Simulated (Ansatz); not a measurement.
CS2:

```
S C
1.0
     3.64579   -2.99431    0.00000
     3.64579    2.99431    0.00000
     0.00000    0.00000    9.85126
S C
4 2
Direct
  0.18152 0.81848 0.88687
  0.31848 0.68152 0.38687
  0.68152 0.31848 0.61313
  0.81848 0.18152 0.11313
  0.50000 0.50000 0.50000
  0.00000 0.00000 0.00000
```

The cell comes from a database or a generator and needn't be the stable form of this composition.

```yaml
Program: Ansatz 0.2.0
Task: relaxation of cell and atoms
Functional: PBEsol
Dispersion: D4
Potentials_or_basis: Ansatz PAW
Cutoff: "420 eV (not typed: the program's choice for these potentials)"
k_mesh: 6 × 6 × 3
Occupations: fermi-dirac, width 0.05 eV
Spin: no spin polarisation
```

At the start: volume 35.85 Å³/atom.

How do energy, volume and symmetry change on relaxing?

It ends after 16 steps and the volume is 23.46 Å³/atom (-34.6 %); space group Cmce (No. 64, to 0.05 Å).

The path:
```tsv
step	energy change (eV)	largest force (eV/Å)	volume (Å³)
1	0.0000	0.0908	215.09
2	-0.0490	0.0838	202.25
3	-0.1532	0.2828	175.36
4	-0.2328	0.0584	153.20
5	-0.2468	0.1637	136.54
6	-0.2533	0.1266	142.82
7	-0.2553	0.0275	142.26
8	-0.2559	0.0192	142.30
9	-0.2572	0.0052	141.86
10	-0.2579	0.0885	141.35
11	-0.2580	0.0016	141.83
12	-0.2581	0.0009	141.85
13	-0.2582	0.0069	141.83
14	-0.2512	0.0078	141.83
15	-0.2520	0.0054	140.73
16	-0.2516	0.0053	140.73
```

Final structure:
```yaml
crystal:
  lattice:
    - [2.93471, -2.63626, 0.00000]
    - [2.93471, 2.63626, 0.00000]
    - [0.00000, 0.00000, 9.09511]
  atoms:
    - { symbol: S, position: [0.19495, 0.80505, 0.87116] }
    - { symbol: S, position: [0.30505, 0.69495, 0.37116] }
    - { symbol: S, position: [0.69495, 0.30505, 0.62884] }
    - { symbol: S, position: [0.80505, 0.19495, 0.12884] }
    - { symbol: C, position: [0.50000, 0.50000, 0.50000] }
    - { symbol: C, position: [0.00000, 0.00000, 0.00000] }
```

Caveat: the volume moved by over 15 % at a fixed basis, so the end points are rough; the plane-wave basis is chosen anew once the cell has moved, so the energies of steps on either side of that aren't comparable; the PAW data sets come from PBE, with cores solved anew for the run's functional, which leaves a small shift of forces and pressure.
